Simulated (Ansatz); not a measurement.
**TiO2: a single-point run**

The task is a single point on TiO2 that gives the gradients at the nuclei.

Program: Ansatz 0.2.0. Level of theory: Kohn-Sham DFT, with the functional, basis and potentials that each input names (as first typed). These are calculated values, not measurements.

1 further run of the same task is left out (it didn't finish).

## Step 1: The starting structure

Symmetry: Pbca, No. 61, orthorhombic system. The conventional cell has a = 5.145 Å, b = 9.185 Å, c = 5.447 Å, α = 90.00°, β = 90.00°, γ = 90.00°. Ti (site symmetry 1) has 6 O at 1.92 to 1.99 Å as nearest neighbours. O (site symmetry 1) has 3 Ti at 1.96 to 1.99 Å as nearest neighbours. Around O (site symmetry 1) lie 3 Ti at 1.92 to 1.95 Å.

As a file:

```cif
data_structure
_symmetry_space_group_name_H-M 'P 1'
_symmetry_Int_Tables_number 1
_cell_length_a 5.1450
_cell_length_b 9.1850
_cell_length_c 5.4470
_cell_angle_alpha 90.000
_cell_angle_beta 90.000
_cell_angle_gamma 90.000
_cell_volume 257.41
loop_
_atom_site_label
_atom_site_type_symbol
_atom_site_fract_x
_atom_site_fract_y
_atom_site_fract_z
_atom_site_occupancy
Ti1 Ti 0.12700 0.12700 0.88700 1
Ti2 Ti 0.62700 0.37300 0.11300 1
Ti3 Ti 0.87300 0.62700 0.61300 1
Ti4 Ti 0.37300 0.87300 0.38700 1
Ti5 Ti 0.87300 0.87300 0.11300 1
Ti6 Ti 0.37300 0.62700 0.88700 1
Ti7 Ti 0.12700 0.37300 0.38700 1
Ti8 Ti 0.62700 0.12700 0.61300 1
O1 O 0.46500 0.23000 0.89500 1
O2 O 0.96500 0.27000 0.10500 1
O3 O 0.53500 0.73000 0.60500 1
O4 O 0.03500 0.77000 0.39500 1
O5 O 0.53500 0.77000 0.10500 1
O6 O 0.03500 0.73000 0.89500 1
O7 O 0.46500 0.27000 0.39500 1
O8 O 0.96500 0.23000 0.60500 1
O9 O 0.82000 0.01000 0.84500 1
O10 O 0.32000 0.49000 0.15500 1
O11 O 0.18000 0.51000 0.65500 1
O12 O 0.68000 0.99000 0.34500 1
O13 O 0.18000 0.99000 0.15500 1
O14 O 0.68000 0.51000 0.84500 1
O15 O 0.82000 0.49000 0.34500 1
O16 O 0.32000 0.01000 0.65500 1
```

## Step 2: The run

The input, input.yaml:

```yaml
crystal:
  lattice:
    - [5.145, 0.0, 0.0]
    - [0.0, 9.185, 0.0]
    - [0.0, 0.0, 5.447]
  atoms:
    - { symbol: Ti, position: [0.127, 0.127, 0.887] }
    - { symbol: Ti, position: [0.627, 0.373, 0.113] }
    - { symbol: Ti, position: [0.873, 0.627, 0.613] }
    - { symbol: Ti, position: [0.373, 0.873, 0.387] }
    - { symbol: Ti, position: [0.873, 0.873, 0.113] }
    - { symbol: Ti, position: [0.373, 0.627, 0.887] }
    - { symbol: Ti, position: [0.127, 0.373, 0.387] }
    - { symbol: Ti, position: [0.627, 0.127, 0.613] }
    - { symbol: O, position: [0.465, 0.23, 0.895] }
    - { symbol: O, position: [0.965, 0.27, 0.105] }
    - { symbol: O, position: [0.535, 0.73, 0.605] }
    - { symbol: O, position: [0.035, 0.77, 0.395] }
    - { symbol: O, position: [0.535, 0.77, 0.105] }
    - { symbol: O, position: [0.035, 0.73, 0.895] }
    - { symbol: O, position: [0.465, 0.27, 0.395] }
    - { symbol: O, position: [0.965, 0.23, 0.605] }
    - { symbol: O, position: [0.82, 0.01, 0.845] }
    - { symbol: O, position: [0.32, 0.49, 0.155] }
    - { symbol: O, position: [0.18, 0.51, 0.655] }
    - { symbol: O, position: [0.68, 0.99, 0.345] }
    - { symbol: O, position: [0.18, 0.99, 0.155] }
    - { symbol: O, position: [0.68, 0.51, 0.845] }
    - { symbol: O, position: [0.82, 0.49, 0.345] }
    - { symbol: O, position: [0.32, 0.01, 0.655] }
kpoints:
  mp_grid: { grid: [5, 3, 5] }
scf:
  occupations: { method: fermi_dirac, width: 0.02 }
  max_iter: 100
hamiltonian:
  xc: pbe
  pseudopotentials: { kind: paw }
  hubbard: { sites: [{ species: Ti, l: d, u_eff: 20.0 }] }
output:
  forces: true
  stress: true
  populations: true
  efg:
    quadrupole_moments_barn: { Ti: 0.247, O: -0.02558 }
    contact_densities: true
```

Command:

```sh
> ansatz run input.yaml --threads 4 --pin off --max-ram 8192MiB --backend cpu --events-out ev --progress --plain --runs-dir out
```

What happens when this is run?

The run converged and reported no error. It gives a pressure of 31 GPa, which is large; a structure far from rest gives such values too, whatever the setting.

The suspect setting: hamiltonian.hubbard.sites is [{species: Ti, l: d, u_eff: 20.0}]. The Hubbard parameter is far from any physical value.

To check: delete hamiltonian.hubbard.sites.
